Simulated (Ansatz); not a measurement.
# TePb: the cost of one run

Program: Ansatz 0.2.0. Level of theory: DFT PBE, scalar-relativistic, plane waves, PAW. These are calculated values, not measurements.

### Step 1. The structure to begin with

It takes space group Fm-3m (No. 225, cubic). Conventional cell: a = 6.454 Å, b = 6.454 Å, c = 6.454 Å, α = 90.00°, β = 90.00°, γ = 90.00°. Pb (site symmetry m-3m) has 6 Te at 3.23 Å as nearest neighbours. Te (site symmetry m-3m) is surrounded by 6 Pb at 3.23 Å.

As a file:

```cif
data_structure
_symmetry_space_group_name_H-M 'Fm-3m'
_symmetry_Int_Tables_number 225
_cell_length_a 6.4540
_cell_length_b 6.4540
_cell_length_c 6.4540
_cell_angle_alpha 90.000
_cell_angle_beta 90.000
_cell_angle_gamma 90.000
_cell_volume 268.84
loop_
_atom_site_label
_atom_site_type_symbol
_atom_site_symmetry_multiplicity
_atom_site_Wyckoff_symbol
_atom_site_fract_x
_atom_site_fract_y
_atom_site_fract_z
_atom_site_occupancy
Pb1 Pb 4 b 0.50000 0.00000 0.00000 1
Te1 Te 4 a 0.00000 0.00000 0.00000 1
```

(A quick probe on a coarse mesh, which set the mesh and smearing, is not shown.)

### Step 3. The relaxation

Input file input.yaml:

```yaml
crystal:
  lattice:
    - [0.0, 3.2270013417, 3.2270013417]
    - [3.2270013417, 0.0, 3.2270013417]
    - [3.2270013417, 3.2270013417, 0.0]
  atoms:
    - { symbol: Pb, position: [0.5, 0.5, 0.5] }
    - { symbol: Te, position: [0.0, 0.0, 0.0] }
basis:
  ecutwfc: 420
kpoints:
  mp_grid: { grid: [8, 8, 8] }
hamiltonian:
  xc: pbe
scf:
  occupations: { method: gaussian, width: 0.02 }
output:
  forces: true
  stress: true
  eigenvalues: true
relax:
  adjacent_minimum: "off"
  f_tol: 0.005
  max_steps: 80
  cell: { stress_tol: 0.05 }
```

The run is started by

```
> ansatz run input.yaml --threads 2 --pin off --max-ram 5632MiB --backend cpu --events-out ev --progress --plain --runs-dir out
```

Q: Estimate wall time and peak memory on 2 threads of Arm Neoverse V2, shared host.

About 6 s, with a peak of 0.36 GiB.
